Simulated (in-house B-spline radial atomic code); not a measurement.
**Nb³⁸⁺: starting-point dependence of G0W0 and RPA**

G0W0 and RPA are one-shot methods. How much does the choice of start matter for Nb³⁸⁺?

Method: RPA, second order, AC-SOSEX and G0W0 (contour deformation) on a non-relativistic mean field, all electrons; no spin-orbit coupling, Breit or QED terms. Code: an in-house B-spline radial atomic code, version 1.

**1. The system**

| Property | Result |
| --- | --- |
| element | niobium (Z = 41) |
| charge | +38 |
| electrons | 3 |
| configuration | [He] 2s1 |
| next ion, run as well | 1s2 |
| Hamiltonian | non-relativistic, point nucleus |
| starts | Hartree-Fock, PBE, ωB97X |

The outer shells:

Nb38+
```
[He] core
2s [↑ ]
```

**2. Hartree-Fock start**

Settings of the run:

```ini
Z = 41
electrons = 3.0
configuration = [He] 2s1
hamiltonian = nr
method = hf
lmax = 9
spin_polarised = True
box_radius = 2.56
intervals = 45
```

Command:

```sh
python run_gw.py task.json out
```

task.json lists these runs, among others, and the program works through them in turn.

From the run's result record (rounded, not every field):

```text
{
  "status": "converged",
  "energies [hartree]": {
    "mean_field": -1849.545813,
    "exx_total": -1849.545813,
    "exchange": -29.23100584,
    "rpa": -0.22241257,
    "rpa_summed": -0.2222569,
    "direct_second_order": -0.2401931,
    "second_order_exchange": 0.18777694,
    "sosex": 0.17058852
  },
  "rpa_by_multipole [hartree]": [-0.0286563, -0.175943, -0.0120408, -0.00325373, -0.00121773, -0.000551692, -0.000283337, -0.000158764, -9.42587e-05, -5.7623e-05],
  "polarisability [bohr^3: independent particles, RPA]": [0.00152119, 0.00118079],
  "gap [hartree]": 8.010339,
  "levels [hartree]": [
    {"name": "2s up", "occ": 1, "e": -194.0602, "sx": -6.824172, "vxc": -6.824172, "sc": -0.2256303, "z": 0.9878291, "qp": -194.286, "tail": -9.721808e-05},
    {"name": "1s down", "occ": 1, "e": -806.7027, "sx": -25.38361, "vxc": -25.38361, "sc": 0.07582647, "z": 0.9993679, "qp": -806.627, "tail": -0.0001195584},
    {"name": "1s up", "occ": 1, "e": -807.5606, "sx": -26.25423, "vxc": -26.25423, "sc": 0.2091866, "z": 0.9811184, "qp": -807.3515, "tail": -0.0001171441},
    {"name": "2s down", "occ": 0, "e": -188.0915, "sx": -0.8348566, "vxc": -0.8348566, "sc": -0.3228078, "z": 0.9776495, "qp": -188.4144, "tail": -9.63448e-05}
  ],
  "ion_energies [hartree]": {
    "mean_field": -1655.486029,
    "exx_total": -1655.486029,
    "exchange": -25.40291532,
    "rpa": -0.091702187,
    "rpa_summed": -0.091600785,
    "direct_second_order": -0.09226967,
    "second_order_exchange": 0.046135455,
    "sosex": 0.045852114
  }
}
```

Wall time 1.2 s (1 thread, shared host).

In the record, exx_total is the Hartree-Fock functional on the start's orbitals, rpa_summed the RPA energy up to lmax and rpa the same with the tail beyond it, gap the smallest same-spin excitation energy of the start. For a level, e is the start's value, sx and sc the exchange and correlation self-energies, vxc the start's own term, z the quasi-particle weight, and qp = e + sx − vxc + sc + tail. Deeper levels of weight under 0.85 meet poles of the self-energy and are not shown.

The 2s↑ level moves from -5280.6 to -5286.8 eV (weight 0.99).

The largest part of the RPA energy comes from multipole 1 (79 % of the sum).

**3. PBE start**

The settings differ from step 2 so:

```diff
@@ -4,3 +4,3 @@
 hamiltonian = nr
-method = hf
+method = pbe,pbe
 lmax = 9
```

From the record:

```text
{
  "status": "converged",
  "energies [hartree]": {
    "mean_field": -1849.196267,
    "exx_total": -1849.54365,
    "exchange": -29.21895661,
    "rpa": -0.37278736,
    "rpa_summed": -0.37263163,
    "direct_second_order": -0.47608338,
    "second_order_exchange": 0.4229692,
    "sosex": 0.32061651
  },
  "rpa_by_multipole [hartree]": [-0.0291058, -0.325673, -0.0122055, -0.00327638, -0.0012228, -0.000553108, -0.000283778, -0.000158903, -9.43062e-05, -5.76466e-05],
  "polarisability [bohr^3: independent particles, RPA]": [0.00412773, 0.00227592],
  "gap [hartree]": 2.856203,
  "levels [hartree]": [
    {"name": "2s up", "occ": 1, "e": -191.8787, "sx": -6.83956, "vxc": -4.65675, "sc": -0.3462982, "z": 0.9651529, "qp": -194.4079, "tail": -9.549439e-05},
    {"name": "1s down", "occ": 1, "e": -797.2035, "sx": -25.37084, "vxc": -15.86994, "sc": 0.08582275, "z": 0.9992379, "qp": -806.6187, "tail": -0.0001225625},
    {"name": "1s up", "occ": 1, "e": -797.6265, "sx": -26.22752, "vxc": -16.29299, "sc": 0.001656298, "z": 0.97538, "qp": -807.5595, "tail": -0.0001273416},
    {"name": "2s down", "occ": 0, "e": -189.8712, "sx": -0.8597927, "vxc": -2.65494, "sc": -0.628501, "z": 0.897244, "qp": -188.7047, "tail": -8.878921e-05}
  ],
  "ion_energies [hartree]": {
    "mean_field": -1655.010728,
    "exx_total": -1655.484478,
    "exchange": -25.39024203,
    "rpa": -0.092824215,
    "rpa_summed": -0.092722842,
    "direct_second_order": -0.093408873,
    "second_order_exchange": 0.046705093,
    "sosex": 0.046413135
  }
}
```

Wall time 1.3 s (1 thread, shared host).

G0W0 moves 2s↑ down by 68.8 eV, to -5290.1 eV.

**4. ωB97X start**

The settings differ from step 3 so:

```diff
@@ -4,3 +4,3 @@
 hamiltonian = nr
-method = pbe,pbe
+method = wb97x
 lmax = 9
```

From the record:

```text
{
  "status": "converged",
  "energies [hartree]": {
    "mean_field": -1850.407952,
    "exx_total": -1849.543298,
    "exchange": -29.23701249,
    "rpa": -0.30586528,
    "rpa_summed": -0.30570946,
    "direct_second_order": -0.36029716,
    "second_order_exchange": 0.30733586,
    "sosex": 0.25369227
  },
  "rpa_by_multipole [hartree]": [-0.028961, -0.258922, -0.012181, -0.00327437, -0.00122271, -0.000553211, -0.000283873, -0.00015897, -9.43515e-05, -5.76764e-05],
  "polarisability [bohr^3: independent particles, RPA]": [0.0028339, 0.00182373],
  "gap [hartree]": 4.195919,
  "levels [hartree]": [
    {"name": "2s up", "occ": 1, "e": -192.4181, "sx": -6.83884, "vxc": -5.19797, "sc": -0.3070514, "z": 0.9747916, "qp": -194.3661, "tail": -9.661928e-05},
    {"name": "1s down", "occ": 1, "e": -799.1381, "sx": -25.39114, "vxc": -17.83127, "sc": 0.08256478, "z": 0.9992787, "qp": -806.6156, "tail": -0.0001228606},
    {"name": "2s down", "occ": 0, "e": -189.225, "sx": -0.8503329, "vxc": -2.004466, "sc": -0.4797824, "z": 0.9440614, "qp": -188.5507, "tail": -0.0001055934}
  ],
  "ion_energies [hartree]": {
    "mean_field": -1656.563261,
    "exx_total": -1655.484514,
    "exchange": -25.41056151,
    "rpa": -0.092605518,
    "rpa_summed": -0.092504066,
    "direct_second_order": -0.093186086,
    "second_order_exchange": 0.046593697,
    "sosex": 0.046303799
  }
}
```

Run time: 1.4 s. Hardware: 1 thread, shared host.

G0W0 moves 2s↑ down by 53.0 eV, to -5289.0 eV.

**5. Comparison**

| start | level | mean field (eV) | G0W0 (eV) | weight | RPA (hartree) | RPA+SOSEX (hartree) | α, direct RPA (bohr³) | time | miss (eV) |
| --- | --- | --- | --- | --- | --- | --- | --- | --- | --- |
| Hartree-Fock | 2s↑ | -5280.6 | -5286.8 | 0.988 | -0.22241 | -0.05182 | 0.001181 | 1.2 s | -139 |
| PBE | 2s↑ | -5221.3 | -5290.1 | 0.965 | -0.37279 | -0.05217 | 0.002276 | 1.3 s | -136 |
| ωB97X | 2s↑ | -5236.0 | -5289.0 | 0.975 | -0.30587 | -0.05217 | 0.001824 | 1.4 s | -137 |

The miss is the G0W0 removal energy (the level with its sign changed) less the tabulated theoretical ionisation energy, 5426.1 eV. Times are single runs on a shared host.

Removal energy from total energies of the two species (eV):

```csv
start,mean field,HF functional,RPA,RPA+SOSEX,second order
Hartree-Fock,5280.6,5280.6,5284.2,5280.8,5280.8
PBE,5284.1,5280.6,5288.2,5280.8,5280.8
ωB97X,5274.8,5280.6,5286.4,5280.8,5280.8
```

**6. Outcome**

| quantity | value |
| --- | --- |
| highest level, mean field (range over the runs) | -5280.6 to -5221.3 eV |
| highest level, G0W0 (range over the runs) | -5290.1 to -5286.8 eV |
| RPA correlation energy | -0.3728 to -0.2224 hartree |
| RPA+SOSEX | -0.0522 to -0.0518 hartree |
| tabulated theoretical ionisation energy (2s shell) | 5426.1 eV (NIST Atomic Spectra Database, ionization energies) |
| G0W0 removal energy less that value | -139 to -136 eV |

What this shows: Across the starts the mean-field level varies by 59.4 eV and the G0W0 level by 3.3 eV (5.6 % as much). Without exact exchange the level is bound too weakly, and G0W0 lowers it by 69 eV. The RPA energy is largest in size on PBE and smallest on Hartree-Fock, 40 % apart. All runs miss the tabulated theoretical ionisation energy, 5426.1 eV, by about -137 eV (-2.5 %), far more than they differ among themselves. Relativity, left out here, binds an s electron more tightly: it works in the direction of closing this gap. Read as a removal energy, the bare PBE level is off by -205 eV (-3.8 %) and the nearest bare level, Hartree-Fock's, by -145 eV. As differences of total energies the mean miss over the starts is 146 eV for mean field, 140 eV for RPA, 145 eV for RPA+SOSEX. For so heavy an element the non-relativistic levels are a model, not the real atom's.
